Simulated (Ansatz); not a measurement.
# BSiN2H5 (SMILES N[SiH]1BN1) at HF/cc-pVDZ

What is the electronic atomisation energy of BSiN2H5 at HF/cc-pVDZ? 

Program for the calculation: Ansatz 0.2.0.

61 further runs of the same task are left out: 61 set aside as unsound or not needed.

## 1. The structure to begin with

BSiN2H5 has 9 atoms, charge 0, and is taken as a singlet. As SMILES, `N[SiH]1BN1`. Geometry: relaxed at PBE0-D4/def2-TZVP. This is one conformer, not always the lowest.

Bond lengths: N1–Si2 1.702 Å, Si2–B3 1.914 Å, Si2–N4 1.755 Å, B3–N4 1.389 Å, N1–H5 1.006 Å, N1–H6 1.005 Å, Si2–H7 1.482 Å, B3–H8 1.190 Å, N4–H9 1.011 Å. Some angles: N1–Si2–B3 127.2°, N1–Si2–N4 121.8°, B3–Si2–N4 44.2°, Si2–B3–N4 61.8°, Si2–N4–B3 74.0°, N1–Si2–H7 105.5°, B3–Si2–H7 127.1°, N4–Si2–H7 113.4°, Si2–N1–H5 122.6°, Si2–N1–H6 123.2°.

## 2. A single-point energy at HF/cc-pVDZ

File job.yaml:

```yaml
crystal:
  periodic: [false, false, false]
  atoms:
    - {symbol: N, position_ang: [-0.637800, 1.588100, 0.218200]}
    - {symbol: Si, position_ang: [0.258900, 0.175500, 0.530500]}
    - {symbol: B, position_ang: [-0.233900, -1.625800, 0.110200]}
    - {symbol: N, position_ang: [0.650500, -0.971600, -0.738400]}
    - {symbol: H, position_ang: [-0.221300, 2.503300, 0.212900]}
    - {symbol: H, position_ang: [-1.561800, 1.577300, -0.177300]}
    - {symbol: H, position_ang: [1.441200, 0.620900, 1.305200]}
    - {symbol: H, position_ang: [-0.741300, -2.702400, 0.114400]}
    - {symbol: H, position_ang: [1.134000, -1.211600, -1.592900]}
basis:
  gaussian: {orbitals: cc-pVDZ}
hamiltonian: {xc: hf}
accuracy: high
output: {orbitals: {seedname: orbitals}}
```

Command:

```
$ ansatz run job.yaml --threads 1 --pin off --max-ram 3480MiB --events-out events.jsonl --progress --plain --runs-dir runs
```

Log:

```text
Warning: RAYON_NUM_THREADS=1 ignored (pool sized by the plan → 1); use --threads N
Functional definition: HF
  name "HF"
  exchange = exact_x
  correlation = 0
1994 factors; integrals over basis functions are off by at most 3.8e-9 eV
mean field evaluation 1: about -11573.4158 eV, gradient 3.9e1 eV
mean field evaluation 2: about -11573.5202 eV, gradient 3.9e1 eV
mean field evaluation 4: about -11577.0688 eV, gradient 3.5e0 eV
mean field evaluation 8: about -11577.1168 eV, gradient 2.1e-4 eV
mean field -11577.11682029 eV, -425.4511958939 hartree, gradient 4.3e-8 eV, S^2 0.000000; 0 other end points of the search recorded, 0 dependent functions left out
reference -11577.11682029 eV, -425.4511958939 hartree; 19, 19 occupied and 66, 66 virtual orbitals, 1994 factors
Total energy: -11577.11682029 eV, -425.4511958939 hartree
```

It took 2.5 s on 1 thread of Arm Neoverse V1, shared host; peak memory 0.23 GiB.

## 3. The B atom at the same level

File input.yaml:

```yaml
basis:
  gaussian:
    orbitals: cc-pVDZ
crystal:
  periodic: [false, false, false]
  atoms:
    - {symbol: B, position_ang: [0.000000, 0.000000, 0.000000]}
magnetization:
  spin_polarized: true
  initial_magnetization: 1
hamiltonian:
  xc: hf
accuracy: high
```

Run the same way, it converges to -24.52996 Eh (log not shown).

## 4. The H atom at the same level

File job.yaml:

```yaml
crystal:
  periodic: [false, false, false]
  atoms:
    - {symbol: H, position_ang: [0.000000, 0.000000, 0.000000]}
basis:
  gaussian:
    orbitals: cc-pVDZ
hamiltonian:
  xc: hf
magnetization:
  spin_polarized: true
  initial_magnetization: 1
accuracy: high
```

Command:

```
$ ansatz run job.yaml --threads 1 --pin off --max-ram 3480MiB --events-out events.jsonl --progress --plain --runs-dir runs
```

Log:

```text
Warning: RAYON_NUM_THREADS=1 ignored (pool sized by the plan → 1); use --threads N
Functional definition: HF
  name "HF"
  exchange = exact_x
  correlation = 0
15 factors; integrals over basis functions are off by at most 4.6e-8 eV
mean field evaluation 1: about -13.5522 eV, gradient 1.6e0 eV
mean field evaluation 2: about -13.5522 eV, gradient 1.6e0 eV
mean field evaluation 4: about -13.5861 eV, gradient 1.4e-4 eV
mean field evaluation 8: about -13.5861 eV, gradient 4.9e-14 eV
mean field -13.58605748 eV, -0.4992784034 hartree, gradient 1.6e-10 eV, S^2 0.750000; 0 other end points of the search recorded, 0 dependent functions left out
reference -13.58605748 eV, -0.4992784034 hartree; 1, 0 occupied and 4, 5 virtual orbitals, 15 factors
Total energy: -13.58605748 eV, -0.4992784034 hartree
```

Run time: 0.04 s. Hardware: 1 thread of Arm Neoverse V1, shared host.

## 5. The N atom

File in.yaml:

```yaml
crystal:
  periodic: [false, false, false]
  atoms:
    - {symbol: "N", position_ang: [0.000000, 0.000000, 0.000000]}
basis:
  gaussian: {orbitals: cc-pVDZ}
magnetization: {spin_polarized: true, initial_magnetization: 3}
hamiltonian: {xc: hf}
accuracy: high
```

Command:

```
$ ansatz run in.yaml --threads 1 --pin off --max-ram 3480MiB --events-out events.jsonl --progress --plain --runs-dir runs
```

Log:

```text
Warning: RAYON_NUM_THREADS=1 ignored (pool sized by the plan → 1); use --threads N
Functional definition: HF
  name "HF"
  exchange = exact_x
  correlation = 0
96 factors; integrals over basis functions are off by at most 1.2e-9 eV
mean field evaluation 1: about -1479.9708 eV, gradient 4.0e0 eV
mean field evaluation 2: about -1479.9713 eV, gradient 4.0e0 eV
mean field evaluation 4: about -1480.0576 eV, gradient 1.2e-1 eV
mean field evaluation 8: about -1480.0576 eV, gradient 2.2e-5 eV
mean field -1480.05762670 eV, -54.3911145622 hartree, gradient 1.7e-8 eV, S^2 3.754031; 0 other end points of the search recorded, 0 dependent functions left out
reference -1480.05762670 eV, -54.3911145622 hartree; 5, 2 occupied and 9, 12 virtual orbitals, 96 factors
Total energy: -1480.05762670 eV, -54.3911145622 hartree
```

It took 0.04 s on 1 thread of Arm Neoverse V1, shared host.

## 6. The Si atom

File run.yaml:

```yaml
crystal:
  periodic: [false, false, false]
  atoms:
    - {symbol: Si, position_ang: [0.000000, 0.000000, 0.000000]}
basis:
  gaussian: {orbitals: cc-pVDZ}
magnetization: {spin_polarized: true, initial_magnetization: 2}
hamiltonian: {xc: hf}
accuracy: high
```

Command:

```
$ ansatz run run.yaml --threads 1 --pin off --max-ram 3480MiB --events-out events.jsonl --progress --plain --runs-dir runs
```

Log:

```text
Warning: RAYON_NUM_THREADS=1 ignored (pool sized by the plan → 1); use --threads N
Functional definition: HF
  name "HF"
  exchange = exact_x
  correlation = 0
144 factors; integrals over basis functions are off by at most 3.2e-9 eV
mean field evaluation 1: about -7859.8102 eV, gradient 3.7e0 eV
mean field evaluation 2: about -7859.8164 eV, gradient 3.7e0 eV
mean field evaluation 4: about -7860.0119 eV, gradient 1.3e-1 eV
mean field evaluation 8: about -7860.0110 eV, gradient 2.5e-8 eV
mean field evaluation 16: about -7860.0169 eV, gradient 2.9e-3 eV
mean field evaluation 32: about -7860.0110 eV, gradient 1.2e-6 eV
mean field -7860.01100063 eV, -288.8500765663 hartree, gradient 2.4e-8 eV, S^2 2.010950; 3 other end points of the search recorded, 0 dependent functions left out
reference -7860.01100063 eV, -288.8500765663 hartree; 8, 6 occupied and 10, 12 virtual orbitals, 144 factors
Total energy: -7860.01100063 eV, -288.8500765663 hartree
```

It took 0.08 s on 1 thread of Arm Neoverse V1, shared host.

## 7. Outcome

Level: HF/cc-pVDZ.

| quantity | value |
| --- | --- |
| molecule: total energy | -425.45120 Eh |
| molecule: HOMO energy | -9.18 eV |
| molecule: LUMO energy | 3.77 eV |
| molecule: HOMO–LUMO gap | 12.96 eV |
| B atom: total energy | -24.52996 Eh |
| B atom: ⟨S²⟩ | 0.757 |
| H atom: total energy | -0.49928 Eh |
| H atom: ⟨S²⟩ | 0.750 |
| N atom: total energy | -54.39111 Eh |
| N atom: ⟨S²⟩ | 3.754 |
| Si atom: total energy | -288.85008 Eh |
| Si atom: ⟨S²⟩ | 2.011 |
| electronic atomisation energy | 21.566 eV |

In words: Taking the molecule apart into free atoms costs 21.57 eV (2081 kJ/mol), before zero-point energy and without spin-orbit coupling. Hartree–Fock lacks the correlation of the bonding pairs, which as a rule makes this value much too low; in minimal bases other errors can mask that.
